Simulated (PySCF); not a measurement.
# TeH2: fields and orbitals, part 3 of 3

Aim: take TeH2 and localise its valence orbitals, measure its response to a uniform field, compute its lowest excited states, see where an electron leaves and enters and analyse its density (charges, bond critical points, surface potential).

PySCF 2.14.0; Gaussian basis, gas phase. The steps go on from the part before.

**9. Density, bond paths and surface potential (PBE0/def2-svpd)**

Contents of input.py:

```python
import numpy as np
from pyscf import gto, scf, dft
from pyscf.scf import atom_ks, atom_hf
from scipy.linalg import block_diag

def solve(mol, dm0=None, hcore=None):
    mf = (dft.UKS if mol.spin else dft.RKS)(mol, xc='pbe0')
    mf.grids.level = 3
    mf = mf.density_fit(auxbasis='def2-universal-jkfit')
    mf.conv_tol, mf.max_cycle = 1e-8, 80
    if hcore is not None:
        mf.get_hcore = lambda *args: hcore
    mf.kernel(dm0)
    if not mf.converged:
        mf = mf.newton().run(mf.mo_coeff, mf.mo_occ, max_cycle=30)
    assert mf.converged, 'SCF not converged'
    return mf

mol = gto.M(atom='''
Te    -0.04378    -0.00004     0.00000
H      1.13954    -1.13721     0.00000
H      1.13713     1.13954     0.00000
''', basis='def2-svpd', ecp={'Te': 'def2-svpd'}, charge=0, spin=0, verbose=4)
mf = solve(mol)
mf.analyze()
# spherically averaged free atoms, for the promolecule
atom_ks.AtomSphAverageRKS.init_guess_by_vsap = lambda self, mol=None: self.init_guess_by_minao(mol)  # core potentials
atm = atom_ks.get_atm_nrks(mol, xc='pbe0')
pro = block_diag(*[(atm[a[0]][2] * atm[a[0]][3]) @ atm[a[0]][2].T for a in mol._atom])
np.savez('result.npz', e=mf.e_tot, c=mf.mo_coeff, occ=mf.mo_occ, eps=mf.mo_energy, pro=pro, dip=mf.dip_moment(verbose=0), s2=mf.spin_square()[0])
```

Launch:

```console
$ OMP_NUM_THREADS=1 python input.py
```

Standard output:

```text
[ENV] PYSCF_TMPDIR <dir>
[ENV] PYSCF_MAX_MEMORY 1650
[INPUT] verbose = 4
[INPUT] num. atoms = 3
[INPUT] num. electrons = 26
[INPUT] charge = 0
[INPUT] spin (= nelec alpha-beta = 2S) = 0
[INPUT] symmetry False subgroup None
[INPUT] Mole.unit = angstrom
[INPUT] Symbol           X                Y                Z      unit          X                Y                Z       unit  Magmom
[INPUT]  1 Te    -0.043780000000  -0.000040000000   0.000000000000 AA   -0.082732209733  -0.000075589045   0.000000000000 Bohr   0.0
[INPUT]  2 H      1.139540000000  -1.137210000000   0.000000000000 AA    2.153418507987  -2.149015446117   0.000000000000 Bohr   0.0
[INPUT]  3 H      1.137130000000   1.139540000000   0.000000000000 AA    2.148864268027   2.153418507987   0.000000000000 Bohr   0.0

nuclear repulsion = 15.7099079575855
number of shells = 21
number of NR pGTOs = 90
number of NR cGTOs = 51
basis = def2-svpd
ecp = {'Te': 'def2-svpd'}

******** <class 'pyscf.df.df_jk.DFRKS'> ********
method = DFRKS
initial guess = minao
damping factor = 0
level_shift factor = 0
DIIS = <class 'pyscf.scf.diis.CDIIS'>
diis_start_cycle = 1
diis_space = 8
diis_damp = 0
SCF conv_tol = 1e-08
SCF conv_tol_grad = None
SCF max_cycles = 80
direct_scf = False
XC library pyscf.dft.libxc version 7.0.0
    S. Lehtola, C. Steigemann, M. J.T. Oliveira, and M. A.L. Marques.,  SoftwareX 7, 1–5 (2018)
XC functionals = pbe0
    C. Adamo and V. Barone.,  J. Chem. Phys. 110, 6158 (1999)
    M. Ernzerhof and G. E. Scuseria.,  J. Chem. Phys. 110, 5029 (1999)
radial grids:
    Treutler-Ahlrichs [JCP 102, 346 (1995); DOI:10.1063/1.469408] (M4) radial grids

becke partition: Becke, JCP 88, 2547 (1988); DOI:10.1063/1.454033
pruning grids: <function nwchem_prune at 0x7c821fe5f740>
grids dens level: 3
symmetrized grids: False
atomic radii adjust function: <function treutler_atomic_radii_adjust at 0x7c821fe5fce0>
small_rho_cutoff = 0
Set gradient conv threshold to 0.0001
Initial guess from minao.
tot grids = 41576
******** <class 'pyscf.df.df.DF'> ********
auxbasis = def2-universal-jkfit
init E= -241.087993007643
  HOMO = -1.05226940728096  LUMO = -0.654261032100761  gap/eV = 10.83036
cycle= 1 E= -267.841810567628  delta_E= -26.8  |g|=  2.6  |ddm|= 8.97
  HOMO = -0.00636377638263763  LUMO = 0.0311402402078054  gap/eV = 1.02054
cycle= 2 E= -267.952718158627  delta_E= -0.111  |g|= 2.24  |ddm|= 8.33
  HOMO = -0.291246944071208  LUMO = -0.0770879970361058  gap/eV = 5.82756
cycle= 3 E= -269.180387305934  delta_E= -1.23  |g|= 0.251  |ddm|=  3.2
  HOMO = -0.23225531188104  LUMO = -0.0248813724901398  gap/eV = 5.64293
cycle= 4 E= -269.201476537077  delta_E= -0.0211  |g|= 0.113  |ddm|= 0.621
  HOMO = -0.23736275980511  LUMO = -0.0252670241940409  gap/eV = 5.77142
cycle= 5 E= -269.20721736555  delta_E= -0.00574  |g|= 0.0124  |ddm|= 0.162
  HOMO = -0.2409290383205  LUMO = -0.0274869866338046  gap/eV = 5.80805
cycle= 6 E= -269.207276654911  delta_E= -5.93e-05  |g|= 0.00118  |ddm|= 0.0231
  HOMO = -0.240738249278569  LUMO = -0.0274360114128092  gap/eV = 5.80425
cycle= 7 E= -269.207277212818  delta_E= -5.58e-07  |g|= 8.6e-05  |ddm|= 0.00246
  HOMO = -0.240705031966977  LUMO = -0.0273873955283799  gap/eV = 5.80467
cycle= 8 E= -269.207277216553  delta_E= -3.74e-09  |g|= 1.24e-05  |ddm|= 0.000229
  HOMO = -0.240700759585843  LUMO = -0.0273854357973242  gap/eV = 5.80461
Extra cycle  E= -269.20727721661  delta_E= -5.63e-11  |g|= 1.01e-05  |ddm|= 4.29e-05
converged SCF energy = -269.20727721661
**** SCF Summaries ****
Total Energy =                        -269.207277216609555
Nuclear Repulsion Energy =              15.709907957585507
One-electron Energy =                 -499.550526170054638
Two-electron Energy =                  214.633340995859527
Two-electron Coulomb Energy =          236.117839850911452
DFT Exchange-Correlation Energy =      -21.484498855051921
HOMO-LUMO gap [eV] =                     5.804605619590686
**** MO energy ****
MO #1   energy= -6.32392661497938  occ= 2
MO #2   energy= -4.45165602888132  occ= 2
MO #3   energy= -4.44753644699821  occ= 2
MO #4   energy= -4.4365687510497   occ= 2
MO #5   energy= -1.63128751979022  occ= 2
MO #6   energy= -1.62882488866198  occ= 2
MO #7   energy= -1.61894310404171  occ= 2
MO #8   energy= -1.61542746460608  occ= 2
MO #9   energy= -1.61413102292683  occ= 2
MO #10  energy= -0.667506220095137 occ= 2
MO #11  energy= -0.399878507554392 occ= 2
MO #12  energy= -0.351314271817    occ= 2
MO #13  energy= -0.240700759585843 occ= 2
MO #14  energy= -0.0273854357973242 occ= 0
MO #15  energy= -0.00792980387991893 occ= 0
MO #16  energy= 0.0370350573058951 occ= 0
MO #17  energy= 0.0378425740930094 occ= 0
MO #18  energy= 0.0466756615164261 occ= 0
MO #19  energy= 0.0606737293518274 occ= 0
MO #20  energy= 0.0800144340824502 occ= 0
MO #21  energy= 0.0925685300474701 occ= 0
MO #22  energy= 0.0938285637068589 occ= 0
MO #23  energy= 0.176607620526186  occ= 0
MO #24  energy= 0.184764531190141  occ= 0
MO #25  energy= 0.239260145262485  occ= 0
MO #26  energy= 0.259659731116931  occ= 0
MO #27  energy= 0.262028858173859  occ= 0
MO #28  energy= 0.275574501481493  occ= 0
MO #29  energy= 0.288073690537433  occ= 0
MO #30  energy= 0.294753638003927  occ= 0
MO #31  energy= 0.437196790394606  occ= 0
MO #32  energy= 0.452883382385952  occ= 0
MO #33  energy= 0.474320673905897  occ= 0
MO #34  energy= 0.505365945335427  occ= 0
MO #35  energy= 0.508386190431901  occ= 0
MO #36  energy= 0.521435320884428  occ= 0
MO #37  energy= 0.543045855510528  occ= 0
MO #38  energy= 0.697905783303955  occ= 0
MO #39  energy= 0.725804504977189  occ= 0
MO #40  energy= 0.806177870043308  occ= 0
MO #41  energy= 0.907623864300559  occ= 0
MO #42  energy= 1.55000026541614   occ= 0
MO #43  energy= 1.64185200870448   occ= 0
MO #44  energy= 1.67309491714035   occ= 0
MO #45  energy= 1.71469654384109   occ= 0
MO #46  energy= 1.92377319018022   occ= 0
MO #47  energy= 1.94000019252447   occ= 0
MO #48  energy= 18.8386960062974   occ= 0
MO #49  energy= 19.3558885498977   occ= 0
MO #50  energy= 19.4080480196786   occ= 0
MO #51  energy= 52.8212084704867   occ= 0
 ** Mulliken pop on meta-lowdin orthogonal AOs  **
 ** Mulliken pop  **
pop of  0 Te 4s           1.78823
pop of  0 Te 5s           1.87628
pop of  0 Te 6s           0.05832
pop of  0 Te 7s           0.06733
pop of  0 Te 8s           0.11022
pop of  0 Te 4px          0.02515
pop of  0 Te 4py          0.38792
pop of  0 Te 4pz          0.38456
pop of  0 Te 5px          1.82294
pop of  0 Te 5py          1.62560
pop of  0 Te 5pz          1.62551
pop of  0 Te 6px          0.18316
pop of  0 Te 6py          0.41709
pop of  0 Te 6pz          0.26254
pop of  0 Te 7px          1.52629
pop of  0 Te 7py          0.03255
pop of  0 Te 7pz          0.03920
pop of  0 Te 8px          0.07502
pop of  0 Te 8py          0.00162
pop of  0 Te 8pz          0.00038
pop of  0 Te 4dxy         1.76698
pop of  0 Te 4dyz         1.77219
pop of  0 Te 4dz^2        1.76734
pop of  0 Te 4dxz         1.76569
pop of  0 Te 4dx2-y2      1.99946
pop of  0 Te 5dxy         0.08625
pop of  0 Te 5dyz         0.08240
pop of  0 Te 5dz^2        0.08497
pop of  0 Te 5dxz         0.07634
pop of  0 Te 5dx2-y2      0.00411
pop of  0 Te 6dxy         0.14421
pop of  0 Te 6dyz         0.13281
pop of  0 Te 6dz^2        0.14771
pop of  0 Te 6dxz         0.15286
pop of  0 Te 6dx2-y2      0.01098
pop of  1 H 1s            1.52026
pop of  1 H 2s            0.04114
pop of  1 H 2px           0.03963
pop of  1 H 2py           0.04112
pop of  1 H 2pz           0.08615
pop of  1 H 3px           0.01099
pop of  1 H 3py           0.00976
pop of  1 H 3pz           0.09882
pop of  2 H 1s            1.52028
pop of  2 H 2s            0.04114
pop of  2 H 2px           0.03954
pop of  2 H 2py           0.04120
pop of  2 H 2pz           0.08617
pop of  2 H 3px           0.01100
pop of  2 H 3py           0.00975
pop of  2 H 3pz           0.09883
 ** Mulliken atomic charges  **
charge of    0Te =      1.69579
charge of    1H =     -0.84788
charge of    2H =     -0.84791
Dipole moment(X, Y, Z, Debye):  0.19904,  0.00023, -0.00000
Spherically averaged atomic KS for {'Te', 'H'}

******** <class 'pyscf.scf.atom_ks.AtomSphAverageRKS'> ********
method = AtomSphAverageRKS
initial guess = vsap
damping factor = 0
level_shift factor = 0
diis_start_cycle = 1
diis_space = 12
SCF conv_tol = 1e-09
SCF conv_tol_grad = None
SCF max_cycles = 50
direct_scf = True
direct_scf_tol = 1e-13
XC library pyscf.dft.libxc version 7.0.0
    S. Lehtola, C. Steigemann, M. J.T. Oliveira, and M. A.L. Marques.,  SoftwareX 7, 1–5 (2018)
XC functionals = pbe0
    C. Adamo and V. Barone.,  J. Chem. Phys. 110, 6158 (1999)
    M. Ernzerhof and G. E. Scuseria.,  J. Chem. Phys. 110, 5029 (1999)
radial grids:
    Treutler-Ahlrichs [JCP 102, 346 (1995); DOI:10.1063/1.469408] (M4) radial grids

becke partition: Becke, JCP 88, 2547 (1988); DOI:10.1063/1.454033
pruning grids: <function nwchem_prune at 0x7c821fe5f740>
grids dens level: 3
symmetrized grids: False
atomic radii adjust function: <function treutler_atomic_radii_adjust at 0x7c821fe5fce0>
User specified grid scheme (100, 434)
small_rho_cutoff = 0
Set gradient conv threshold to 3.16228e-05
tot grids = 22968
init E= -224.439141625557
cycle= 1 E= -251.412170668666  delta_E=  -27  |g|=    0  |ddm|= 7.58
cycle= 2 E= -251.824339203064  delta_E= -0.412  |g|=    0  |ddm|=  5.7
cycle= 3 E= -252.16795205082  delta_E= -0.344  |g|=    0  |ddm|= 2.33
cycle= 4 E= -252.188058613671  delta_E= -0.0201  |g|=    0  |ddm|= 1.12
cycle= 5 E= -252.198926182656  delta_E= -0.0109  |g|=    0  |ddm|= 0.512
cycle= 6 E= -252.199769399846  delta_E= -0.000843  |g|=    0  |ddm|= 0.216
cycle= 7 E= -252.200198683656  delta_E= -0.000429  |g|=    0  |ddm|= 0.105
cycle= 8 E= -252.200232555352  delta_E= -3.39e-05  |g|=    0  |ddm|= 0.0426
cycle= 9 E= -252.200249594192  delta_E= -1.7e-05  |g|=    0  |ddm|= 0.0212
cycle= 10 E= -252.200250947347  delta_E= -1.35e-06  |g|=    0  |ddm|= 0.00847
cycle= 11 E= -252.200251626441  delta_E= -6.79e-07  |g|=    0  |ddm|= 0.00423
cycle= 12 E= -252.200251680445  delta_E= -5.4e-08  |g|=    0  |ddm|= 0.00169
cycle= 13 E= -252.200251707535  delta_E= -2.71e-08  |g|=    0  |ddm|= 0.000845
cycle= 14 E= -252.200251709689  delta_E= -2.15e-09  |g|=    0  |ddm|= 0.000338
cycle= 15 E= -252.200251710872  delta_E= -1.18e-09  |g|=    0  |ddm|= 0.000106
cycle= 16 E= -252.200251710901  delta_E= -2.85e-11  |g|=    0  |ddm|= 1.36e-05
Extra cycle  E= -252.200251710903  delta_E= -2.56e-12  |g|=    0  |ddm|= 1.14e-05
Atomic HF for atom  Te  converged. SCF energy = -252.200251710903

******** <class 'pyscf.scf.atom_ks.AtomSphAverageRKS'> ********
method = AtomSphAverageRKS
initial guess = vsap
damping factor = 0
level_shift factor = 0
diis_start_cycle = 1
diis_space = 12
SCF conv_tol = 1e-09
SCF conv_tol_grad = None
SCF max_cycles = 50
direct_scf = True
direct_scf_tol = 1e-13
XC library pyscf.dft.libxc version 7.0.0
    S. Lehtola, C. Steigemann, M. J.T. Oliveira, and M. A.L. Marques.,  SoftwareX 7, 1–5 (2018)
XC functionals = pbe0
    C. Adamo and V. Barone.,  J. Chem. Phys. 110, 6158 (1999)
    M. Ernzerhof and G. E. Scuseria.,  J. Chem. Phys. 110, 5029 (1999)
radial grids:
    Treutler-Ahlrichs [JCP 102, 346 (1995); DOI:10.1063/1.469408] (M4) radial grids

becke partition: Becke, JCP 88, 2547 (1988); DOI:10.1063/1.454033
pruning grids: <function nwchem_prune at 0x7c821fe5f740>
grids dens level: 3
symmetrized grids: False
atomic radii adjust function: <function treutler_atomic_radii_adjust at 0x7c821fe5fce0>
User specified grid scheme (100, 434)
small_rho_cutoff = 0
Set gradient conv threshold to 3.16228e-05
tot grids = 26240
init E= 15.2893549045313
cycle= 1 E= 15.2758580037939  delta_E= -0.0135  |g|=    0  |ddm|= 0.28
cycle= 2 E= 15.2757809082917  delta_E= -7.71e-05  |g|=    0  |ddm|= 0.0211
cycle= 3 E= 15.2757806330794  delta_E= -2.75e-07  |g|=    0  |ddm|= 0.00126
cycle= 4 E= 15.275780632042  delta_E= -1.04e-09  |g|=    0  |ddm|= 7.73e-05
cycle= 5 E= 15.275780632039  delta_E= -3.05e-12  |g|=    0  |ddm|= 2.37e-06
Extra cycle  E= 15.2757806320381  delta_E= -8.56e-13  |g|=    0  |ddm|= 2.22e-06
Atomic HF for atom  H  converged. SCF energy = 15.2757806320381
```

Run time: 2.4 s. Hardware: 1 thread of Intel Xeon 6975P-C (Granite Rapids), shared host; peak memory 0.2 GiB.

**10. Post-processing**

Deformation density: the molecule less spherical free atoms.

Te1–H3 and Te1–H2: +0.16 e/Å³ at the bond critical point (bond length 1.64 Å). In all, 0.7 electrons are displaced relative to the promolecule.

The highest Hirshfeld charge is on Te1 (+0.02 e), the lowest on H2 and H3 (−0.01 e).

| atom | charge (e) |
| --- | --- |
| Te1 | +0.02 |
| H2 | −0.01 |
| H3 | −0.01 |

Topology of the density (QTAIM).

3 nuclei, 2 bond, 0 ring and 0 cage critical points: 3 − 2 + 0 − 0 = 1, as the Poincaré–Hopf relation requires.

| bond | length (Å) | ρ (a.u.) | ∇²ρ (a.u.) | ε | H (a.u.) |
| --- | --- | --- | --- | --- | --- |
| Te1–H3 (×2) | 1.641 | 0.134 | +0.04 | 0.11 | −0.076 |

Polar or intermediate (positive Laplacian, negative energy density H): ρ = 0.134, ∇²ρ = +0.04, H = −0.076 a.u.

On the 0.001 a.u. surface of the density.

The lowest local ionisation energy is 7.0 eV, 2.6 Å from Te1, and at symmetry-equivalent points. For comparison, the highest occupied orbital lies at −6.5 eV.

**11. What came out**

What follows sums up all 3 parts.

| quantity | value |
| --- | --- |
| localised occupied orbitals above −45 eV (PBE0/def2-tzvp) | 9 |
| polarisability along the field (PBE0/def2-svpd) | 42.4 bohr³ |
| lowest singlet excitation (PBE0/def2-svpd) | 4.24 eV |
| vertical ionisation energy (HF/def2-svpd) | 8.06 eV |
| dipole moment (PBE0/def2-svpd) | 0.20 D |
| HOMO, LUMO (PBE0/def2-svpd) | -6.55, -0.74 eV |

In words: The ionisation energy from two SCF runs, 8.06 eV, lies 0.8 eV below −ε(HOMO) = 8.85 eV of the same level, HF/def2-svpd: with Hartree–Fock the relaxation of the ion lowers it. At PBE0/def2-svpd: The highest Hirshfeld charge is on Te1 (+0.02 e), the lowest on H2 and H3 (−0.01 e). The geometry was not optimised at these levels.
